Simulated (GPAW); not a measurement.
The system is FeO.

```
CELL_PARAMETERS angstrom
0.00000 2.15540 2.15540
2.15540 0.00000 2.15540
2.15540 2.15540 0.00000
ATOMIC_POSITIONS crystal
Fe 0.00000 0.00000 0.00000
O 0.50000 0.50000 0.50000
```

Base run:

| Quantity | Value |
| --- | --- |
| Program | GPAW 26.7.0 |
| Functional | PBE |
| Potentials or basis | GPAW PAW data sets (gpaw-data 1.2.1) |
| Cutoff | 800 eV |
| Basis | pw |
| k mesh | 8 × 8 × 8 |
| Occupations | gaussian, width 0.05 eV |
| Spin | collinear spin, zero start |
| Starting moments | [0.0, 0.0] μB |
| Hubbard terms | Fe d U = 8 eV |

Its results: band gap on the k mesh 3.96 eV, indirect (least direct gap 4.17 eV); pressure -10.0 GPa; net moment 0.00 μB per cell.

**Question.** The run is repeated on the same cell with these changes: functional from PBE to r2SCAN; hubbard terms from Fe d U = 8 eV to Fe d U = 2 eV. What comes out?

**Answer.** Band gap on the k mesh 2.08 eV, indirect (least direct gap 2.57 eV); pressure -24.0 GPa; net moment 0.00 μB per cell.

Several settings changed at once, so the effect can't be laid on one alone.

Caveats: the run has no moments, though such compounds are often magnetic; a magnetic state may lie lower; the PAW data sets were made with another functional, which shifts forces and pressure a little (some runs).

A k mesh can miss the band edges.
